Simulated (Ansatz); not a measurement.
# C₉H₂₁ClSi: up Jacob's ladder to CCSD(T)

Aim: compute C₉H₂₁ClSi with functionals from several rungs and with coupled cluster, and see how far each lands from CCSD(T) at the basis-set limit for the atomisation energy.

Program: Ansatz 0.2.0, Gaussian basis. Level of theory: functionals in def2-TZVPP, the program's frozen cores in correlated methods. These are calculated values, not measurements.

Levels to be run: LDA (SPW92), PBE-D4, revPBE-D4, BLYP-D4, r2SCAN-D4, B97M-V, PBE0-D4, B3LYP-D4, r2SCANh-D4, r2SCAN0-D4, HSE06-D4, BHLYP-D4, CAM-B3LYP-D4, LC-ωPBE, ωB97X-V, ωB97M-V, B2PLYP, PBE-QIDH; CCSD(T)/def2-SVP; CCSD(T)/def2-TZVPP; MP2/def2-QZVPP; extrapolation to the limit; RPA on PBE.

## (1) The geometry

An earlier PBE0-D4 in a triple-zeta def2 set relaxation fixed the geometry.

SMILES `CC(C)[Si](Cl)(C(C)C)C(C)C`, 32 atoms, charge 0, spin multiplicity 1.

Atoms are counted from 1 here; the program's logs count them from 0.

Bond lengths: C1–C2 1.526 Å, C1–H12 1.091 Å, C1–H13 1.095 Å, C1–H14 1.093 Å, C2–C3 1.530 Å, C2–Si4 1.891 Å, C2–H15 1.098 Å, C3–H16 1.094 Å, C3–H17 1.095 Å, C3–H18 1.093 Å, Si4–Cl5 2.088 Å, Si4–C6 1.885 Å, Si4–C9 1.887 Å, C6–C7 1.526 Å, C6–C8 1.527 Å, C6–H19 1.099 Å, C7–H20 1.092 Å, C7–H21 1.093 Å and more. Angles: C2–C1–H12 111.9°, C2–C1–H13 110.3°, C2–C1–H14 111.7°, H12–C1–H13 108.1°, H12–C1–H14 107.4°, H13–C1–H14 107.3°, C1–C2–C3 110.8°, C1–C2–Si4 114.9°, C1–C2–H15 107.4°, C3–C2–Si4 110.9°, C3–C2–H15 107.8°, Si4–C2–H15 104.4°, C2–C3–H16 111.2°, C2–C3–H17 110.5°, C2–C3–H18 112.9°, H16–C3–H17 107.1°, H16–C3–H18 107.4°, H17–C3–H18 107.4° and more.

## (2) LDA

This LDA is Slater exchange with PW92 correlation.

Contents of in.yaml:

```yaml
crystal:
  periodic: [false, false, false]
  atoms:
    - {symbol: C, position_ang: [-2.025522, 1.560863, -1.409297]}
    - {symbol: C, position_ang: [-0.765203, 0.700897, -1.405149]}
    - {symbol: C, position_ang: [-1.033495, -0.660007, -2.050999]}
    - {symbol: Si, position_ang: [0.053963, 0.495597, 0.286869]}
    - {symbol: Cl, position_ang: [-0.230640, 2.258151, 1.368643]}
    - {symbol: C, position_ang: [-0.698986, -0.896568, 1.311162]}
    - {symbol: C, position_ang: [-2.192133, -0.703749, 1.562351]}
    - {symbol: C, position_ang: [0.049582, -1.097285, 2.626571]}
    - {symbol: C, position_ang: [1.925065, 0.292846, 0.148469]}
    - {symbol: C, position_ang: [2.332777, -1.055274, -0.443235]}
    - {symbol: C, position_ang: [2.587862, 1.443882, -0.601809]}
    - {symbol: H, position_ang: [-1.839415, 2.557796, -1.007760]}
    - {symbol: H, position_ang: [-2.406042, 1.671424, -2.430086]}
    - {symbol: H, position_ang: [-2.823205, 1.111928, -0.812000]}
    - {symbol: H, position_ang: [-0.011395, 1.218498, -2.013575]}
    - {symbol: H, position_ang: [-1.803042, -1.212831, -1.505078]}
    - {symbol: H, position_ang: [-1.393798, -0.533007, -3.076796]}
    - {symbol: H, position_ang: [-0.143769, -1.292711, -2.092769]}
    - {symbol: H, position_ang: [-0.569158, -1.801728, 0.700865]}
    - {symbol: H, position_ang: [-2.767109, -0.656938, 0.635105]}
    - {symbol: H, position_ang: [-2.380865, 0.219969, 2.115860]}
    - {symbol: H, position_ang: [-2.592270, -1.531882, 2.156305]}
    - {symbol: H, position_ang: [-0.005994, -0.200421, 3.249862]}
    - {symbol: H, position_ang: [1.106043, -1.329706, 2.473270]}
    - {symbol: H, position_ang: [-0.389940, -1.921682, 3.197307]}
    - {symbol: H, position_ang: [2.273610, 0.327464, 1.189196]}
    - {symbol: H, position_ang: [1.877564, -1.899433, 0.081315]}
    - {symbol: H, position_ang: [3.418684, -1.185054, -0.393963]}
    - {symbol: H, position_ang: [2.051638, -1.128523, -1.497638]}
    - {symbol: H, position_ang: [3.678032, 1.348084, -0.571768]}
    - {symbol: H, position_ang: [2.325825, 2.413891, -0.174018]}
    - {symbol: H, position_ang: [2.295434, 1.453307, -1.656112]}
basis:
  gaussian: {orbitals: def2-TZVPP}
hamiltonian: {xc: lda}
output: {orbitals: {seedname: orbitals}}
```

On the command line:

```console
ansatz run in.yaml --threads 11 --pin off --events-out ev --progress --plain --max-ram 174080MiB --backend cuda --devices 0, --max-vram 75GiB
```

The runs that follow: PBE-D4 (GGA); revPBE-D4 (GGA); BLYP-D4 (GGA); r2SCAN-D4 (meta-GGA); B97M-V (meta-GGA); PBE0-D4 (hybrid); B3LYP-D4 (hybrid); r2SCANh-D4 (hybrid); r2SCAN0-D4 (hybrid); HSE06-D4 (hybrid); BHLYP-D4 (hybrid); CAM-B3LYP-D4 (range-separated); LC-ωPBE (range-separated); ωB97X-V (range-separated); ωB97M-V (range-separated); B2PLYP (double hybrid); PBE-QIDH (double hybrid); CCSD(T) in def2-SVP; CCSD(T) in def2-TZVPP; MP2 in def2-QZVPP; RPA on PBE orbitals.

**Question.** What will the summary of the whole plan be? Wanted: atomisation energy, CCSD(T)/CBS; farthest beyond LDA; mean size of error, GGA; mean size of error, meta-GGA; mean size of error, hybrid; mean size of error, range-separated; mean size of error, double hybrid; gap, smallest and largest; T1 diagnostic.

The runs gave:

| quantity | value |
| --- | --- |
| atomisation energy, CCSD(T)/CBS | 12617.0 kJ/mol |
| functionals within 63.1 kJ/mol (0.5 %) | revPBE-D4, r2SCAN-D4, B97M-V, B3LYP-D4, r2SCANh-D4, r2SCAN0-D4, CAM-B3LYP-D4, LC-ωPBE, ωB97X-V, ωB97M-V, PBE-QIDH |
| farthest beyond LDA | BHLYP-D4 (-239.3 kJ/mol) |
| mean size of error, GGA | 112.1 kJ/mol |
| mean size of error, meta-GGA | 30.3 kJ/mol |
| mean size of error, hybrid | 80.3 kJ/mol |
| mean size of error, range-separated | 37.4 kJ/mol |
| mean size of error, double hybrid | 77.9 kJ/mol |
| gap, smallest and largest | 6.17 eV (LDA (SPW92)), 13.14 eV (LC-ωPBE) |
| T1 diagnostic | 0.0093 |
| triples share of the correlation energy | 4.0 % |

**Reading.** LDA overbinds by 1620.9 kJ/mol (13 %). PBE-D4 misses by +192.7 kJ/mol. Double hybrids carry the basis error of their MP2 part in triple zeta, and no dispersion term here, so their miss is partly the set-up's. The rungs meta-GGA, range-separated miss on average by less than the doubt on the reference (63.1 kJ/mol), so they tie. Misses under about 63.1 kJ/mol are within the doubt on the reference itself, which lacks core-valence correlation, relativity and higher excitations. Hartree-Fock recovers 76 % of the binding; the rest is correlation. CCSD(T) in def2-SVP is off by -501.6 kJ/mol, so the small basis spoils what the method gains. Orbital gaps span 6.2 to 13.1 eV; exact exchange widens them.
